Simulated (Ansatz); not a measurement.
# HfPb4O: from a guess to a relaxed structure

Where does this trial cell of HfPb4O go when cell and atoms are let free?

Program: Ansatz 0.2.0. Level of theory: DFT PBE, scalar-relativistic, plane waves, PAW. These are calculated values, not measurements.

1 further run of the same task is left out (it didn't finish).

## Step 1: The structure to begin with

It takes space group F-43m (No. 216, cubic). Conventional cell: a = 8.331 Å, b = 8.331 Å, c = 8.331 Å, α = 90.00°, β = 90.00°, γ = 90.00°. Hf (site symmetry -43m) has 12 Pb at 3.46 Å and 4 O at 3.61 Å as nearest neighbours. Around Pb (site symmetry 3m) lie 6 Pb at 2.93 to 2.96 Å and 3 O at 3.45 Å. Around O (site symmetry -43m) lie 12 Pb at 3.45 Å and 4 Hf at 3.61 Å.

Coordinates:

```cif
data_structure
_symmetry_space_group_name_H-M 'F-43m'
_symmetry_Int_Tables_number 216
_cell_length_a 8.3312
_cell_length_b 8.3312
_cell_length_c 8.3312
_cell_angle_alpha 90.000
_cell_angle_beta 90.000
_cell_angle_gamma 90.000
_cell_volume 578.26
loop_
_atom_site_label
_atom_site_type_symbol
_atom_site_symmetry_multiplicity
_atom_site_Wyckoff_symbol
_atom_site_fract_x
_atom_site_fract_y
_atom_site_fract_z
_atom_site_occupancy
Hf1 Hf 4 c 0.25000 0.25000 0.25000 1
Pb1 Pb 16 e 0.87423 0.37423 0.12577 1
O1 O 4 a 0.00000 0.00000 0.00000 1
```

The cell is invented: species swapped into a database cell of HoCdCu4 (F-43m, No. 216), with Hf on the Ho sites, O on the Cd sites and Pb on the Cu sites. Lengths come from tabulated atomic sizes and are only a guess.

## Step 2: Probe: one point on a coarse mesh

input.yaml reads:

```yaml
crystal:
  lattice:
    - [0.0, 4.16561341, 4.16561341]
    - [4.16561341, 0.0, 4.16561341]
    - [4.16561341, 4.16561341, 0.0]
  atoms:
    - { symbol: Hf, position: [0.75, 0.75, 0.75] }
    - { symbol: Pb, position: [0.87731001, 0.37423, 0.37423] }
    - { symbol: Pb, position: [0.37423, 0.37423, 0.37423] }
    - { symbol: Pb, position: [0.37423, 0.87731001, 0.37423] }
    - { symbol: Pb, position: [0.37423, 0.37423, 0.87731001] }
    - { symbol: O, position: [0.0, 0.0, 0.0] }
basis:
  ecutwfc: 420
kpoints:
  mp_grid: { grid: [4, 4, 4] }
hamiltonian:
  xc: pbe
scf:
  occupations: { method: gaussian, width: 0.1 }
  lower_state_search: "off"
output:
  forces: true
  stress: true
  eigenvalues: true
```

Command:

```
> ansatz run input.yaml --threads 1 --pin off --max-ram 2560MiB --backend cpu --events-out ev --progress --plain --runs-dir out
```

The session goes on with these runs: coarse relaxation; relaxation on the finer mesh.

Before running it: what results should come out? Wanted: conventional cell; volume; energy over the elements; gap on the mesh.

**Answer**, as computed:

```
                                                              quantity                                                                      value
                                symmetry at the end (tolerance 0.05 Å)                                                space group F-43m (No. 216)
                                                     conventional cell  a = 8.741 Å, b = 8.741 Å, c = 8.741 Å, α = 90.00°, β = 90.00°, γ = 90.00°
                                                                volume                                                              27.83 Å³/atom
energy over the elements (uncorrected; H, N, O, F and Cl as molecules)                                                              +0.72 eV/atom
                                                       gap on the mesh                                                               none (metal)
```

In words: The space group F-43m (No. 216) is kept, and the volume per atom grows by 15.5 % from the first guess. The formation energy is positive, so the separate elements lie lower. No finished test with a distortion of lower symmetry is shown, so the end may be a saddle point. Spin-orbit coupling is left out for Hf, Pb.
